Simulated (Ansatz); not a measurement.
# F4Si: the cost of one run

Program: Ansatz 0.2.0. Level of theory: DFT unrestricted B3LYP, Gaussian basis aug-cc-pV(T+d)Z, and further levels as typed in the inputs. These are calculated values, not measurements.

### 1 The system as given

Bond lengths: F1–Si2 1.562 Å, Si2–F3 1.562 Å, Si2–F4 1.562 Å, Si2–F5 1.562 Å. Angles: F1–Si2–F3 109.5°, F1–Si2–F4 109.5°, F1–Si2–F5 109.5°, F3–Si2–F4 109.5°, F3–Si2–F5 109.5°, F4–Si2–F5 109.5°.

Structure file:

```xyz
5

F    -1.1939   -0.1126   -1.0006
Si    0.0000    0.0000    0.0000
F    -0.3578   -0.7477    1.3237
F     1.2733   -0.6448   -0.6342
F     0.2785    1.5050    0.3111
```

### 2 Single point: F4Si, charge +1

It takes the final geometry of an earlier run.

Input file input.yaml:

```yaml
crystal:
  periodic: [false, false, false]
  atoms:
    - { symbol: F, position_ang: [-1.19392686, -0.11255593, -1.00057415] }
    - { symbol: Si, position_ang: [0.0, 1.0e-08, -1.0e-08] }
    - { symbol: F, position_ang: [-0.35784314, -0.74765116, 1.32372345] }
    - { symbol: F, position_ang: [1.27331019, -0.64477853, -0.63420777] }
    - { symbol: F, position_ang: [0.27845982, 1.5049856, 0.31105847] }
magnetization:
  spin_polarized: true
  initial_magnetization: 1
total_charge: 1
basis:
  gaussian:
    orbitals: "aug-cc-pV(T+d)Z.json"
    initial_orbitals: start.molden
    maximum_overlap: true
hamiltonian:
  xc: { name: B3LYP }
```

Run with:

```console
$ ansatz run input.yaml --threads 4 --pin off --max-ram 14336MiB --backend cpu --events-out ev --progress --plain --runs-dir out
```

What time and memory should one allow on 4 threads of Intel Xeon 6975P-C (Granite Rapids), shared host?

About 8.7 s, with a peak of 0.95 GiB.
